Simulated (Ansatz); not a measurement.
# C₆H₁₅GaOS: a ladder of functionals and wavefunction methods

Aim: compute C₆H₁₅GaOS with functionals from several rungs and with coupled cluster. The yardstick is the atomisation energy at the CCSD(T) limit.

Computed with Ansatz 0.2.0, Gaussian basis. Level: functionals in def2-TZVPP, the program's frozen cores in correlated methods.

Plan: LDA (SPW92), PBE-D4, revPBE-D4, BLYP-D4, r2SCAN-D4, B97M-V, PBE0-D4, B3LYP-D4, r2SCANh-D4, r2SCAN0-D4, HSE06-D4, BHLYP-D4, CAM-B3LYP-D4, LC-ωPBE, ωB97X-V, ωB97M-V, B2PLYP, PBE-QIDH; CCSD(T)/def2-SVP; CCSD(T)/def2-TZVPP; MP2/def2-QZVPP; extrapolation to the limit; RPA on PBE.

## Step 1: The relaxed structure

The geometry comes from an earlier relaxation with PBE0-D4 in a triple-zeta def2 set; it is a stationary point, not always the lowest conformer.

SMILES `CC(C)[O][Ga]([SH])[CH](C)C`, 24 atoms, charge 0, spin multiplicity 1.

Atoms are counted from 1 here; the program's logs count them from 0.

Bond lengths: C1–C2 1.516 Å, C1–H10 1.092 Å, C1–H11 1.093 Å, C1–H12 1.093 Å, C2–C3 1.518 Å, C2–O4 1.412 Å, C2–H13 1.102 Å, C3–H14 1.093 Å, C3–H15 1.093 Å, C3–H16 1.093 Å, O4–Ga5 1.786 Å, Ga5–S6 2.203 Å, Ga5–C7 1.982 Å, S6–H17 1.343 Å, C7–C8 1.525 Å, C7–C9 1.526 Å, C7–H18 1.096 Å, C8–H19 1.093 Å and more. Angles: C2–C1–H10 110.5°, C2–C1–H11 109.8°, C2–C1–H12 111.1°, H10–C1–H11 108.1°, H10–C1–H12 108.6°, H11–C1–H12 108.6°, C1–C2–C3 111.9°, C1–C2–O4 108.3°, C1–C2–H13 108.1°, C3–C2–O4 109.8°, C3–C2–H13 108.2°, O4–C2–H13 110.6°, C2–C3–H14 111.2°, C2–C3–H15 109.8°, C2–C3–H16 110.9°, H14–C3–H15 108.6°, H14–C3–H16 108.2°, H15–C3–H16 108.1° and more.

Coordinates:

```xyz
24
charge 0, multiplicity 1
C     0.17006   -1.76861   -2.45268
C     0.29846   -1.31467   -1.01190
C     1.12127   -2.28524   -0.18495
O    -0.99829   -1.20012   -0.46617
Ga   -1.52218    0.10524    0.63369
S    -3.59732   -0.26898    1.27050
C    -0.40040    1.65861    1.13953
C     0.90710    1.23097    1.79800
C    -0.15147    2.56623   -0.06208
H    -0.42073   -1.05284   -3.02752
H    -0.33582   -2.73650   -2.49218
H     1.15151   -1.86807   -2.92322
H     0.80881   -0.33754   -1.00570
H     2.12440   -2.40800   -0.60156
H     0.63071   -3.26146   -0.16293
H     1.22054   -1.93234    0.84497
H    -3.65337    0.84708    2.01628
H    -0.99563    2.21182    1.87445
H     0.74590    0.62054    2.69036
H     1.53569    0.65465    1.11381
H     1.48701    2.10983    2.10370
H     0.41340    2.05437   -0.84651
H    -1.07976    2.93093   -0.50951
H     0.43519    3.44351    0.23512
```

## Step 2: LDA

This LDA is Slater exchange with PW92 correlation.

in.yaml

```yaml
crystal:
  periodic: [false, false, false]
  atoms:
    - {symbol: C, position_ang: [0.170062, -1.768611, -2.452684]}
    - {symbol: C, position_ang: [0.298460, -1.314668, -1.011901]}
    - {symbol: C, position_ang: [1.121272, -2.285236, -0.184951]}
    - {symbol: O, position_ang: [-0.998292, -1.200115, -0.466172]}
    - {symbol: Ga, position_ang: [-1.522175, 0.105244, 0.633694]}
    - {symbol: S, position_ang: [-3.597316, -0.268985, 1.270497]}
    - {symbol: C, position_ang: [-0.400400, 1.658608, 1.139528]}
    - {symbol: C, position_ang: [0.907099, 1.230965, 1.797999]}
    - {symbol: C, position_ang: [-0.151472, 2.566227, -0.062078]}
    - {symbol: H, position_ang: [-0.420726, -1.052841, -3.027520]}
    - {symbol: H, position_ang: [-0.335822, -2.736503, -2.492178]}
    - {symbol: H, position_ang: [1.151513, -1.868074, -2.923221]}
    - {symbol: H, position_ang: [0.808815, -0.337540, -1.005700]}
    - {symbol: H, position_ang: [2.124396, -2.407999, -0.601559]}
    - {symbol: H, position_ang: [0.630712, -3.261459, -0.162934]}
    - {symbol: H, position_ang: [1.220536, -1.932337, 0.844973]}
    - {symbol: H, position_ang: [-3.653373, 0.847075, 2.016278]}
    - {symbol: H, position_ang: [-0.995630, 2.211819, 1.874453]}
    - {symbol: H, position_ang: [0.745904, 0.620541, 2.690365]}
    - {symbol: H, position_ang: [1.535691, 0.654646, 1.113812]}
    - {symbol: H, position_ang: [1.487008, 2.109833, 2.103704]}
    - {symbol: H, position_ang: [0.413404, 2.054375, -0.846509]}
    - {symbol: H, position_ang: [-1.079763, 2.930926, -0.509514]}
    - {symbol: H, position_ang: [0.435195, 3.443512, 0.235117]}
basis:
  gaussian: {orbitals: def2-TZVPP}
hamiltonian: {xc: lda}
output: {orbitals: {seedname: orbitals}}
```

The runs that follow: PBE-D4 (GGA); revPBE-D4 (GGA); BLYP-D4 (GGA); r2SCAN-D4 (meta-GGA); B97M-V (meta-GGA); PBE0-D4 (hybrid); B3LYP-D4 (hybrid); r2SCANh-D4 (hybrid); r2SCAN0-D4 (hybrid); HSE06-D4 (hybrid); BHLYP-D4 (hybrid); CAM-B3LYP-D4 (range-separated); LC-ωPBE (range-separated); ωB97X-V (range-separated); ωB97M-V (range-separated); B2PLYP (double hybrid); PBE-QIDH (double hybrid); CCSD(T) in def2-SVP; CCSD(T) in def2-TZVPP; MP2 in def2-QZVPP; RPA on PBE orbitals.

Q: Predict the results of all the runs planned. Wanted: atomisation energy, CCSD(T)/CBS; farthest beyond LDA; mean size of error, GGA; mean size of error, meta-GGA; mean size of error, hybrid; mean size of error, range-separated; mean size of error, double hybrid; gap, smallest and largest; T1 diagnostic.

As calculated:

| quantity | value |
| --- | --- |
| atomisation energy, CCSD(T)/CBS | 2193.4 kcal/mol |
| functionals within 21.9 kcal/mol (1.0 %) | revPBE-D4, BLYP-D4, r2SCAN-D4, B97M-V, PBE0-D4, B3LYP-D4, r2SCANh-D4, r2SCAN0-D4, HSE06-D4, CAM-B3LYP-D4, LC-ωPBE, ωB97X-V, ωB97M-V, PBE-QIDH |
| farthest beyond LDA | BHLYP-D4 (-57.6 kcal/mol) |
| mean size of error, GGA | 22.5 kcal/mol |
| mean size of error, meta-GGA | 2.6 kcal/mol |
| mean size of error, hybrid | 17.5 kcal/mol |
| mean size of error, range-separated | 3.5 kcal/mol |
| mean size of error, double hybrid | 17.5 kcal/mol |
| gap, smallest and largest | 4.63 eV (LDA (SPW92)), 11.62 eV (LC-ωPBE) |
| T1 diagnostic | 0.0122 |
| triples share of the correlation energy | 4.0 % |

**Reading.** LDA overbinds by 299.4 kcal/mol (14 %). PBE-D4 misses by +34.1 kcal/mol. Double hybrids carry the basis error of their MP2 part in triple zeta, and no dispersion term here, so their miss is partly the set-up's. The rungs meta-GGA, range-separated, hybrid, double hybrid miss on average by less than the doubt on the reference (21.9 kcal/mol), so they tie. The reference freezes the cores and leaves out relativity and excitations past (T), and its outer-core shells are covered unevenly, so misses under about 21.9 kcal/mol can't be ranked. Hartree-Fock recovers 74 % of the binding; the rest is correlation. CCSD(T) in def2-SVP is off by -93.4 kcal/mol, which most functionals beat. Orbital gaps span 4.6 to 11.6 eV; exact exchange widens them. Correlated methods include outer-core shells of Ga, which these sets cover unevenly.
